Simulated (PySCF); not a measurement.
# C30B3N3: the cost of one run

Programs: PySCF 2.14.0, with routines of our own; each step states its level. All values are computed. Atoms count from 0.

## 1. The starting structure

36 atoms, charge 0, multiplicity 1; geometry from: GFN2-xTB.

## 2. Electronic excitations: TDDFT BHandHLYP/6-31G* in tetrahydrofuran

The job: settings as JSON, then the geometry in Å.

```
{"job": {"kind": "uv", "basis": "6-31G*", "grid": 1, "kgrid": 0, "vcut": 1.5, "nstates": 8, "ntriplets": 0, "tda": false, "delta": [], "pop": false, "xc": "BHandHLYP", "solvent": "tetrahydrofuran", "pol": false}, "charge": 0, "multiplicity": 1}
C     -0.801255     0.480377    -2.964389
C     -1.002106    -0.901352    -2.709474
B      0.397096    -1.530942    -2.785089
C      1.375517    -0.274362    -2.565410
C      0.600443     0.865496    -2.771641
N      0.656686     1.929783    -1.901073
C     -0.667255     2.283298    -1.546751
C     -1.509410     1.223151    -1.991748
C     -2.010658     0.325133    -1.033268
N     -1.785763    -0.983844    -1.546297
C     -1.511939    -1.984572    -0.620656
C     -0.292264    -2.735548    -0.688525
C      0.708876    -2.380175    -1.597220
C      1.752291    -1.735435    -0.795045
C      2.007347    -0.416407    -1.290700
C      2.072513     0.698895    -0.356596
C      1.475633     1.921655    -0.764150
B      0.763383     2.848980     0.260376
C     -0.736303     2.707164    -0.233128
C     -1.437885     1.923353     0.696467
N     -2.048832     0.680542     0.315243
C     -1.987572    -0.389741     1.250674
C     -1.789646    -1.701986     0.733301
C     -0.711000    -2.307212     1.542533
C      0.275847    -2.724747     0.663088
C      1.516785    -1.974077     0.579488
C      1.755509    -0.940742     1.514129
C      2.066986     0.407013     1.068445
C      1.483234     1.311757     2.044791
C      0.774622     2.475273     1.698283
B     -0.701991     2.104457     2.075271
C     -1.333801    -0.287460     2.522615
C     -0.396039    -1.409122     2.573449
C      0.910320    -0.862338     2.676709
C      0.756873     0.512490     3.014665
C     -0.632490     0.862999     2.936211
```

Level: TDDFT BHandHLYP/6-31G*, vertical, IEF-PCM tetrahydrofuran (non-equilibrium linear response), core orbitals frozen in the response, virtual orbitals cut by energy.

Run with:

```
$ OMP_NUM_THREADS=2 python large_run.py task.json out
```

One launch serves the whole session: the jobs run in the order shown.

Q: Estimate the wall time and peak memory of this first job on 2 threads of Arm Neoverse V1, shared host.

About 2.3 min, with a peak of 1.8 GiB.
